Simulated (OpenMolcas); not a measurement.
# triplet CH3AlF2O: levels of theory compared

Wanted: a comparison of 5 runs (UHF/3-21G, UHF/6-31G*, U-revPBE/6-31G*, UB3LYP/6-31G*, UM06-L/6-31G*) of triplet CH3AlF2O. 

Program for the calculation: OpenMolcas 26.06.

1 further run of the same task is left out (set aside as unsound or not needed).

## Step 1: The system as given

CH3AlF2O has 8 atoms, charge 0, and is taken as a triplet. As SMILES of the parent species, `C[O][Al]([F])[F]`. Geometry: relaxed at PBE0-D4/def2-TZVP. That shape belongs to the parent species and isn't relaxed for this state.

Bond lengths: C1–O2 1.401 Å, O2–Al3 1.661 Å, Al3–F4 1.634 Å, Al3–F5 1.639 Å, C1–H6 1.095 Å, C1–H7 1.094 Å, C1–H8 1.094 Å. Angles: C1–O2–Al3 136.9°, O2–Al3–F4 119.6°, O2–Al3–F5 122.1°, F4–Al3–F5 118.3°, O2–C1–H6 112.5°, O2–C1–H7 109.7°, O2–C1–H8 109.7°, H6–C1–H7 108.4°, H6–C1–H8 108.4°, H7–C1–H8 108.1°.

## Step 2: A single-point energy at UHF/3-21G (run 1)

test.input reads:

```
&GATEWAY
 BasLib
 $CurrDir
 Coord
 8
 angstrom
 C       -0.239000       0.900700       0.881500
 O       -0.459800      -0.316300       0.222600
 Al       0.227600      -1.156300      -1.035300
 F       -0.392600      -2.602700      -1.474500
 F        1.520300      -0.581200      -1.861800
 H        0.609600       1.454200       0.465200
 H       -0.042800       0.715700       1.941600
 H       -1.131100       1.528900       0.804800
 Basis
 3-21G
 Group
 NoSym

&SEWARD

&SCF
 UHF
 Spin
 3
 Thresholds
 1e-10 1e-07 1e-07 1e-05
 PrOrbitals
 1 1
```

The basis set 3-21G is read from a file made from the Basis Set Exchange's data (not shown).

On the command line:

```bash
$ export MOLCAS_MEM=1860
$ pymolcas test.input > test.log
```

Log:

```text
--- Start Module: gateway ---
[...]
--- Stop Module: gateway /rc=_RC_ALL_IS_WELL_ ---
--- Start Module: seward ---
[...]
      Basis functions           55
--- Stop Module: seward /rc=_RC_ALL_IS_WELL_ ---
--- Start Module: scf ---
[...]
       Convergence after  33 Iterations
[...]
::    Total SCF energy                               -552.2198336130
[...]
      Total spin, S                                     1.0025224846
[...]
      Total electronic charge=   48.000000
      Total            charge=   -0.000000
[...]
      Dipole Moment (debye):
      Origin of the operator (angstrom)=    0.1747   -0.8564   -0.7703
                   X= -1.6812E+00               Y=  5.1080E+00               Z=  5.2662E+00           Total=  7.5267E+00
      Quadrupole Moment (debye*angstrom):
[...]
--- Stop Module: scf /rc=_RC_ALL_IS_WELL_ ---
[...]
```

Run time: 2.6 s. Hardware: 1 thread of Intel Xeon 6975P-C (Granite Rapids), shared host; peak memory 0.39 GiB.

## Step 3: A single-point energy at UHF/6-31G(d) (spherical functions) (run 2)

coord.xyz reads:

```xyz
8

C     -0.239000     0.900700     0.881500
O     -0.459800    -0.316300     0.222600
Al     0.227600    -1.156300    -1.035300
F     -0.392600    -2.602700    -1.474500
F      1.520300    -0.581200    -1.861800
H      0.609600     1.454200     0.465200
H     -0.042800     0.715700     1.941600
H     -1.131100     1.528900     0.804800
```

job.inp reads:

```
>>> EXPORT MOLCAS_PRINT=2
&GATEWAY
BasLib
$CurrDir
Coord
coord.xyz
Basis
6-31Gs
Group
NoSym
&SEWARD
&SCF
UHF
Spin
3
Thresholds
1e-10 1e-07 1e-07 1e-05
PrOrbitals
1 2
```

The basis set 6-31G* is read from a file made from the Basis Set Exchange's data (not shown).

On the command line:

```bash
$ export MOLCAS_MEM=1860
$ pymolcas job.inp > job.log
```

Log:

```text
--- Start Module: gateway ---
[...]
--- Stop Module: gateway /rc=_RC_ALL_IS_WELL_ ---
--- Start Module: seward ---
[...]
      Basis functions           80
--- Stop Module: seward /rc=_RC_ALL_IS_WELL_ ---
[...]
--- Start Module: scf ---
[...]
       Convergence after  56 Iterations
[...]
::    Total SCF energy                               -555.2210454326
[...]
      Total spin, S                                     1.0033496805
[...]
      Total electronic charge=   48.000000
      Total            charge=   -0.000000
[...]
      Dipole Moment (debye):
      Origin of the operator (angstrom)=    0.1747   -0.8564   -0.7703
                   X= -1.7097E+00               Y=  5.1437E+00               Z=  5.3232E+00           Total=  7.5972E+00
      Quadrupole Moment (debye*angstrom):
[...]
--- Stop Module: scf /rc=_RC_ALL_IS_WELL_ ---
[...]
```

Run time: 12 s. Hardware: 1 thread of Intel Xeon 6975P-C (Granite Rapids), shared host; peak memory 0.45 GiB.

Runs 3 to 4 aren't shown in full; the table further down has their settings and results.

## Step 4: A single-point energy at UM06-L/6-31G(d) (spherical functions) (run 5)

input.xyz reads:

```xyz
8

C     -0.239000     0.900700     0.881500
O     -0.459800    -0.316300     0.222600
Al     0.227600    -1.156300    -1.035300
F     -0.392600    -2.602700    -1.474500
F      1.520300    -0.581200    -1.861800
H      0.609600     1.454200     0.465200
H     -0.042800     0.715700     1.941600
H     -1.131100     1.528900     0.804800
```

job.input reads:

```
&GATEWAY
 BasLib=$CurrDir
 Coord=input.xyz
 Basis=6-31Gs
 Group=NoSym

&SEWARD
 GridInput
 Grid=UltraFine
 End of Grid

&SCF
 UHF
 Spin=3
 KSDFT=M06L
 Thresholds=1e-10 1e-07 1e-07 1e-05
 PrOrbitals=1 2
```

The basis set 6-31G* is read from a file made from the Basis Set Exchange's data (not shown).

On the command line:

```bash
$ export MOLCAS_MEM=1860
$ pymolcas job.input > job.log
```

Log:

```text
--- Start Module: gateway ---
[...]
--- Stop Module: gateway /rc=_RC_ALL_IS_WELL_ ---
--- Start Module: seward ---
[...]
      Basis functions           80
--- Stop Module: seward /rc=_RC_ALL_IS_WELL_ ---
[...]
--- Start Module: scf ---
[...]
       Convergence after  49 Iterations
[...]
::    Total KS-DFT energy                            -557.1248120228
[...]
      Total spin, S                                     1.0019044479
[...]
      Total electronic charge=   48.000000
      Total            charge=   -0.000000
[...]
      Dipole Moment (debye):
      Origin of the operator (angstrom)=    0.1747   -0.8564   -0.7703
                   X= -1.2961E+00               Y=  4.3952E+00               Z=  4.5313E+00           Total=  6.4444E+00
      Quadrupole Moment (debye*angstrom):
[...]
--- Stop Module: scf /rc=_RC_ALL_IS_WELL_ ---
[...]
```

It took 89 s on 1 thread of Intel Xeon 6975P-C (Granite Rapids), shared host; peak memory 0.45 GiB.

## Step 5: All runs side by side

| run | level | integration grid | energy (Eh) | dipole moment (D) | HOMO energy (eV) | ⟨S²⟩ | wall time |
| --- | --- | --- | --- | --- | --- | --- | --- |
| 1 | UHF/3-21G | – | -552.219834 | 7.53 | -4.09 | 2.008 | 2.6 s |
| 2 | UHF/6-31G* (spherical functions) | – | -555.221045 | 7.60 | -4.36 | 2.010 | 12 s |
| 3 | U-revPBE/6-31G* (spherical functions) | UltraFine | -557.017762 | 5.83 | -2.10 | 2.002 | 70 s |
| 4 | UB3LYP/6-31G* (spherical functions) | UltraFine | -557.197279 | 7.21 | -2.70 | 2.003 | 41 s |
| 5 | UM06-L/6-31G* (spherical functions) | UltraFine | -557.124812 | 6.44 | -1.94 | 2.006 | 89 s |

## Step 6: What came out

| quantity | value |
| --- | --- |
| run 5: total energy | -557.12481 Eh |
| run 5: dipole moment | 6.44 D |
| run 5: HOMO energy (highest over α and β) | -1.94 eV |
| run 5: ⟨S²⟩ | 2.006 |

In words: The dipole moment (its size) runs from 5.83 D (U-revPBE/6-31G*) to 7.60 D (UHF/6-31G*). Totals of different functionals can't be ranked against each other. All runs together took 3.6 min, the longest 89 s.
